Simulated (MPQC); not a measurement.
**LiI (Lithium Iodide): levels of theory compared**

Aim: a comparison of 4 runs (HF/STO-3G, HF/3-21G, B1LYP/STO-3G, B3LYP/STO-3G) of LiI (Lithium Iodide). 

Program for the calculation: MPQC 2.3.1.

7 further runs of the same task are left out: 3 that didn't finish, 4 set aside as unsound or not needed.

## Step 1: The system as given

LiI: 2 atoms, total charge 0, spin state singlet. As SMILES, `[Li][I]`. Geometry: the measured bond length.

Bond lengths: Li1–I2 2.392 Å.

## Step 2: Energy and forces at HF/STO-3G (run 1)

Input file job.in:

```
molecule<Molecule>: (
    symmetry = c1
    unit = bohr
    { atoms geometry } = {
        Li [ 0.00000000   0.00000000   0.00000000 ]
        I  [ 0.00000000   0.00000000   4.52008127 ]
    }
)
basis<GaussianBasisSet>: (
    name = "STO-3G"
    molecule = $:molecule
    basisdir = "."
    puream = yes
)
mpqc: (
    checkpoint = no
    savestate = no
    restart = no
    do_energy = yes
    do_gradient = yes
    optimize = no
    mole<CLHF>: (
        molecule = $:molecule
        basis = $:basis
        total_charge = 0
        memory = 1000000000
        print_evals = yes
        maxiter = 120
        value_accuracy = 1e-08
    )
)
```

The basis set STO-3G is read from a file made from the Basis Set Exchange's data (not shown).

The run is started by

```console
$ mpqc job.in > job.out
```

The log of the run:

```text
MPQC: Massively Parallel Quantum Chemistry
[...]
  CLSCF::init: total charge = 0
[...]
  nbasis = 32
[...]
  iter     1 energy = -6857.8088776158 delta = 6.10207e-01
[...]
  LUMO is    29   A =   0.071552
  total scf energy = -6858.1186554078
[...]
Value of the MolecularEnergy: -6858.1186554078
  Gradient of the MolecularEnergy:
      1   -0.0000000000
      2   -0.0000000000
      3   -0.0202293274
      4    0.0000000000
      5    0.0000000000
      6    0.0202293274
  Function Parameters:
    value_accuracy    = 6.147943e-09 (1.000000e-08) (computed)
    gradient_accuracy = 6.147943e-07 (1.000000e-06) (computed)
    hessian_accuracy  = 0.000000e+00 (1.000000e-04)
[...]
      symmetry = c1
[...]
```

Run time: 0.38 s. Hardware: 1 thread of Arm Neoverse V2, shared host.

## Step 3: Energy and gradient at HF/3-21G (run 2)

Input file input.in:

```
% ILi
molecule<Molecule>: (
  symmetry = c1
  unit = bohr
  { atoms geometry } = {
    Li [ 0.00000000 0.00000000 0.00000000 ]
    I  [ 0.00000000 0.00000000 4.52008127 ]
  }
)
basis<GaussianBasisSet>: (
  name = "3-21G"
  molecule = $:molecule
  basisdir = "."
  puream = yes
)
mpqc: (
  checkpoint = no
  savestate = no
  restart = no
  do_energy = yes
  do_gradient = yes
  optimize = no
  mole<CLHF>: (
    molecule = $:molecule
    basis = $:basis
    total_charge = 0
    memory = 1000000000
    print_evals = yes
    maxiter = 120
    value_accuracy = 1e-08
  )
)
```

The basis set 3-21G is read from a file made from the Basis Set Exchange's data (not shown).

The run is started by

```console
$ mpqc -o input.out input.in
```

The log of the run:

```text
MPQC: Massively Parallel Quantum Chemistry
[...]
  CLSCF::init: total charge = 0
[...]
  nbasis = 40
[...]
  iter     1 energy = -6892.1035336615 delta = 4.72670e-01
[...]
  LUMO is    29   A =  -0.012475
  total scf energy = -6894.7882262213
[...]
Value of the MolecularEnergy: -6894.7882262213
  Gradient of the MolecularEnergy:
      1    0.0000000000
      2    0.0000000000
      3    0.0126110249
      4   -0.0000000000
      5   -0.0000000000
      6   -0.0126110249
  Function Parameters:
    value_accuracy    = 6.426028e-09 (1.000000e-08) (computed)
    gradient_accuracy = 6.426028e-07 (1.000000e-06) (computed)
    hessian_accuracy  = 0.000000e+00 (1.000000e-04)
[...]
      symmetry = c1
[...]
```

It took 0.64 s on 1 thread of Arm Neoverse V2, shared host.

Run 3 isn't shown in full; the table further down has it.

## Step 4: Energy and forces at B3LYP/STO-3G (run 4)

Input file job.in:

```
% emacs should use -*- KeyVal -*- mode
molecule<Molecule>: (
    symmetry = c1
    unit = angstrom
    { atoms geometry } = {
        Li [ 0.000000     0.000000     0.000000 ]
        I  [ 0.000000     0.000000     2.391924 ]
    }
)
basis<GaussianBasisSet>: (
    name = "STO-3G"
    molecule = $:molecule
    basisdir = "."
    puream = yes
)
mpqc: (
    checkpoint = no
    savestate = no
    restart = no
    do_energy = yes
    do_gradient = yes
    optimize = no
    mole<CLKS>: (
        molecule = $:molecule
        basis = $:basis
        total_charge = 0
        memory = 1000000000
        print_evals = yes
        maxiter = 120
        value_accuracy = 1e-08
        functional<StdDenFunctional>: ( name = "B3LYP" )
        integrator<RadialAngularIntegrator>: ( grid = xfine )
    )
)
```

The basis set STO-3G is read from a file made from the Basis Set Exchange's data (not shown).

The run is started by

```console
$ mpqc job.in > job.out
```

The log of the run:

```text
MPQC: Massively Parallel Quantum Chemistry
[...]
  CLSCF::init: total charge = 0
[...]
  nbasis = 32
[...]
  WARNING: BeckeIntegrationWeight usually uses the atomic maximum
           probability radius, however this is not available for
[...]
  Integrated electron density error = -0.001804886477
  iter     1 energy = -6860.0662956218 delta = 6.10207e-01
[...]
  Integrated electron density error = -0.000002296144
  iter     7 energy = -6860.3370899939 delta = 7.83825e-06
  Integrated electron density error = -0.000002296016
  iter     8 energy = -6860.3370900312 delta = 2.09313e-07
  Integrated electron density error = -0.000002296016
  iter     9 energy = -6860.3370900311 delta = 2.75882e-08
[...]
  LUMO is    29   A =  -0.024647
  total scf energy = -6860.3370900311
[...]
  Integrated electron density error = -0.000002300615
  Total Gradient:
[...]
Value of the MolecularEnergy: -6860.3370900311
  Gradient of the MolecularEnergy:
      1   -0.0000000000
      2   -0.0000000000
      3   -0.0193683474
      4    0.0000000000
      5    0.0000000000
      6    0.0193683474
  Closed Shell Kohn-Sham (CLKS) Parameters:
    Function Parameters:
      value_accuracy    = 1.293485e-09 (1.000000e-08) (computed)
      gradient_accuracy = 1.293485e-07 (1.000000e-06) (computed)
      hessian_accuracy  = 0.000000e+00 (1.000000e-04)
[...]
        symmetry = c1
[...]
```

Wall time 3.9 s (1 thread of Arm Neoverse V2, shared host).

## Step 5: Overview of the runs

| run | level | task | SCF convergence threshold | energy (Eh) | HOMO energy (eV) | LUMO energy (eV) | HOMO–LUMO gap (eV) | wall time |
| --- | --- | --- | --- | --- | --- | --- | --- | --- |
| 1 | HF/STO-3G | gradient | 1e-08 | -6858.118655 | -6.83 | 1.95 | 8.78 | 0.38 s |
| 2 | HF/3-21G | gradient | 1e-08 | -6894.788226 | -8.58 | -0.34 | 8.24 | 0.64 s |
| 3 | B1LYP/STO-3G | frequencies | – | -6860.358545 | -4.58 | -0.45 | 4.13 | 3.3 s |
| 4 | B3LYP/STO-3G | gradient | 1e-08 | -6860.337090 | -4.54 | -0.67 | 3.87 | 3.9 s |

## Step 6: Results

| quantity | value |
| --- | --- |
| run 4: total energy | -6860.33709 Eh |
| run 4: HOMO energy | -4.54 eV |
| run 4: LUMO energy | -0.67 eV |
| run 4: HOMO–LUMO gap | 3.87 eV |
| run 4: largest force on an atom | 0.996 eV/Å |

What this shows: The HOMO–LUMO gap runs from 3.87 eV (B3LYP/STO-3G) to 8.78 eV (HF/STO-3G). Exact exchange widens orbital gaps. Totals of different functionals can't be ranked against each other. In runs 1, 3, 4 the basis is minimal, so the values are rough. In runs 1, 2, 3, 4 relativity is left out where basis or elements ask for it. All runs together took 8.2 s, the longest 3.9 s.
